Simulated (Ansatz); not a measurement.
# ScSi2 (AlB2 type): a single-point run

Wanted: a converged single-point run for ScSi2 (AlB2 type), and a check of what comes out. The structure is shown as the input types it.

Computed with Ansatz 0.2.0 (DFT PBE, scalar-relativistic, plane waves, PAW, unless a step's input says otherwise).

1 further run of the same task is left out (set aside as unsound or not needed). Runs told in other sessions of the task aren't counted.

**1. The starting structure**

The structure is hexagonal, space group P6/mmm (No. 191). The conventional cell has a = 4.033 Å, b = 4.033 Å, c = 3.631 Å, α = 90.00°, β = 90.00°, γ = 120.00°. Sc (site symmetry 6/mmm) has 12 Si at 2.95 Å in its first shell of neighbours. Si (site symmetry -6m2) has 3 Si at 2.33 Å and 6 Sc at 2.95 Å in its first shell of neighbours.

Structure file:

```cif
data_structure
_symmetry_space_group_name_H-M 'P 1'
_symmetry_Int_Tables_number 1
_cell_length_a 4.0335
_cell_length_b 4.0335
_cell_length_c 3.6309
_cell_angle_alpha 90.000
_cell_angle_beta 90.000
_cell_angle_gamma 120.000
_cell_volume 51.16
loop_
_atom_site_label
_atom_site_type_symbol
_atom_site_fract_x
_atom_site_fract_y
_atom_site_fract_z
_atom_site_occupancy
Sc1 Sc 0.00000 0.00000 0.00000 1
Si1 Si 0.33333 0.66667 0.50000 1
Si2 Si 0.66667 0.33333 0.50000 1
```

**2. Input and run**

input.yaml reads:

```yaml
crystal:
  lattice:
    - [4.033459771895, 2.886756443111e-11, 0.0]
    - [-2.016729885973, 3.49307862759, 0.0]
    - [0.0, 0.0, 3.630918848]
  atoms:
    - { symbol: Sc, position: [0.0, 0.0, 0.0] }
    - { symbol: Si, position: [0.3333333333333, 0.6666666666667, 0.5] }
    - { symbol: Si, position: [0.6666666666667, 0.3333333333333, 0.5] }
basis:
  ecutwfc: 420
  ecutrho_ratio: 4
kpoints:
  mp_grid: { grid: [10, 10, 10] }
hamiltonian:
  xc: pbe
scf:
  occupations: { method: gaussian, width: 0.05 }
  max_iter: 75
output:
  forces: true
  stress: true
total_charge: 4
```

Run with:

```sh
> ansatz run input.yaml --threads 2 --pin off --max-ram 2662MiB --backend cpu --events-out ev --progress --plain --runs-dir out
```

Q: Will this input give a usable result? If not, why, and what should change?

The program finished normally. It gives a pressure of 76 GPa, which is large; a structure far from rest gives such values too, whatever the setting.

Look at the input: total_charge is 4. The typed charge changes the electron count, so this is no longer the system that was meant.

To check: delete total_charge (the default then holds).
